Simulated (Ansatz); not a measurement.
# MoS2: the cost of one run

Method: plane waves, PAW, in Ansatz 0.2.0.

4 further runs of the same task are left out: 4 that didn't finish.

### 1 The structure to begin with

Symmetry: P6_3/mmc, No. 194, hexagonal system. The conventional cell has a = 3.173 Å, b = 3.173 Å, c = 12.436 Å, α = 90.00°, β = 90.00°, γ = 120.00°. Mo (site symmetry -6m2) is surrounded by 6 S at 2.40 Å. S (site symmetry 3m) is surrounded by 3 Mo at 2.40 Å.

Structure file:

```cif
data_structure
_symmetry_space_group_name_H-M 'P6_3/mmc'
_symmetry_Int_Tables_number 194
_cell_length_a 3.1730
_cell_length_b 3.1730
_cell_length_c 12.4359
_cell_angle_alpha 90.000
_cell_angle_beta 90.000
_cell_angle_gamma 120.000
_cell_volume 108.43
loop_
_atom_site_label
_atom_site_type_symbol
_atom_site_symmetry_multiplicity
_atom_site_Wyckoff_symbol
_atom_site_fract_x
_atom_site_fract_y
_atom_site_fract_z
_atom_site_occupancy
Mo1 Mo 2 c 0.33333 0.66667 0.25000 1
S1 S 4 f 0.33333 0.66667 0.62490 1
```

The cell was relaxed beforehand with r2SCAN+rVV10; those runs aren't shown. No spin polarisation is used; should the compound be magnetic, its bands and low-energy spectrum would differ.

### 2 PBE, anion s p, 6×6×2

input.yaml reads:

```yaml
crystal:
  lattice:
    - [3.1730194941, 0.0, 0.0]
    - [-1.586509747, 2.7479154886, 0.0]
    - [0.0, 0.0, 12.4359056939]
  atoms:
    - { symbol: Mo, position: [0.3333333333, 0.6666666667, 0.25] }
    - { symbol: Mo, position: [0.6666666667, 0.3333333333, 0.75] }
    - { symbol: S, position: [0.3333333333, 0.6666666667, 0.6249005388] }
    - { symbol: S, position: [0.6666666667, 0.3333333333, 0.1249005388] }
    - { symbol: S, position: [0.3333333333, 0.6666666667, 0.8750994612] }
    - { symbol: S, position: [0.6666666667, 0.3333333333, 0.3750994612] }
kpoints:
  mp_grid: { grid: [9, 9, 2] }
  band_path:
    path:
      - [[0.0, 0.0, 0.0], [0.5, -1.244012651745e-17, 0.0], [0.3333333333333, 0.3333333333333, 0.0], [0.0, 0.0, 0.0], [0.0, 0.0, 0.5], [0.5, -1.244012651745e-17, 0.5], [0.3333333333333, 0.3333333333333, 0.5], [0.0, 0.0, 0.5]]
      - [[0.5, -1.244012651745e-17, 0.5], [0.5, -1.244012651745e-17, 0.0]]
      - [[0.3333333333333, 0.3333333333333, 0.5], [0.3333333333333, 0.3333333333333, 0.0]]
    npoints: 10
hamiltonian:
  xc: pbe
scf:
  occupations: { method: fixed }
  n_extra_bands: 6
output:
  forces: false
  stress: false
  eigenvalues: true
  wannier:
    kmesh: [6, 6, 2]
    projections: [{ species: S, l: s, shell: 3 }, { species: S, l: p, shell: 3 }]
    minimise: true
    write_hr: true
    conv_tol: 1.0e-08
    max_iter: 3000
```

Run with:

```bash
$ ansatz run input.yaml --threads 4 --pin off --max-ram 5529MiB --backend cpu --events-out ev --progress --plain --runs-dir out
```

Q: Estimate wall time and peak memory on 4 threads of Arm Neoverse N1, shared host.

About 13 s, with a peak of 0.42 GiB.
